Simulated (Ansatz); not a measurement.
Working through a scan of the Hubbard U of MnSe, space group Fm-3m

With the Ansatz DFT code, driven from Python.

Run as a notebook:

In [1]:
```python
import ansatz
import numpy as np
```

In [2]:
```python
TOLERANCE = 1e-09
OCCUPATIONS = "fermi_dirac"
SIGMA = 0.1
K_SPACING = 0.2
XC = "pbesol"
```

In [3]:
```python
def count_gap(report):
    # lowest empty less highest filled band, counting bands; zero where they overlap
    return max(report.get("gap_by_band_count_ev") or 0.0, 0.0)
```

In [4]:
```python
lattice = ansatz.Lattice.of(
    (0.0, 2.72, 2.72),
    (2.72, 0.0, 2.72),
    (2.72, 2.72, 0.0),
)
sites = [
    ("Mn", (0.0, 0.0, 0.0)),
    ("Se", (0.5, 0.5, 0.5)),
]
system = ansatz.Crystal(lattice=lattice)
for symbol, position in sites:
    system = system.atom(symbol, position)
system = system.moments(Mn=4)

len(system.resolved().sites)
```
Out [4]:
```text
2
```

In [5]:
```python
model = (
    system.calculation()
    .scf(tolerance=TOLERANCE)
    .occupations(OCCUPATIONS, width=SIGMA)  # the run then minimises F = E - TS
    .kpoints(spacing=K_SPACING)  # the mesh must be finer for metals
    .functional(XC)
    .spin("collinear")
    .basis(41 * ansatz.Ry)
    .band_table()  # levels at the mesh points
)
rows = []
for u in [2.0, 4.0, 6.0, 8.0]:
    summary = model.hubbard("Mn", "d", u_eff=u).run(threads=1, pin="off").report
    shell = summary["hubbard"]["n_scf"]
    rows.append((u, count_gap(summary), sum(shell) / len(shell), max(abs(m) for m in summary["site_moments_mub"]), summary["n_iterations"]))
print("      U_eff eV  gap by band count eV  Mn d occupation (projector)  largest moment muB      iterations")
for row in rows:
    print(f"{str(row[0]):>14s}  {row[1]:20.3f}  {row[2]:27.4f}  {row[3]:18.3f}  {row[4]:14d}")
print("eigenvalues of the first occupation matrix at the last U, by spin:")
for channel in summary["hubbard"]["n_eig"][0]:
    print("  ", " ".join(f"{n:.3f}" for n in channel))
```
```text
      U_eff eV  gap by band count eV  Mn d occupation (projector)  largest moment muB      iterations
           2.0                 0.000                       5.3231               4.476              13
           4.0                 0.223                       5.2542               4.557              13
           6.0                 0.295                       5.2034               4.610              13
           8.0                 0.333                       5.1624               4.650              12
eigenvalues of the first occupation matrix at the last U, by spin:
   0.995 0.995 0.999 0.999 0.999
   0.014 0.014 0.014 0.067 0.067
```

From U = 2 to 8 eV the largest site moment goes from 4.48 to 4.65 μB.

What to keep in mind:
- The magnetic order follows from the starting moments and needn't be the lowest.
- A gap by band count of zero or less means overlapping bands, a metal.
- With one magnetic atom the cell can hold only ferromagnetic order.
- Of the deposited cell: the entry's cell lengths or inner coordinates differ somewhat from later room-temperature determinations.
- The starting cell is as deposited in a crystallographic database; the results hold for this polymorph, which needn't be the stable one.
- Levels are Kohn-Sham eigenvalues on this mesh, without spin-orbit coupling.
- Shell occupations and the effect of U depend on the projectors; a run with no .spin step is spin-unpolarised, and each U may end in a state that isn't the lowest.
- Hardware and time: 42 s on 1 thread of Arm Neoverse V1, with other jobs on the host, peak memory 0.52 GiB.
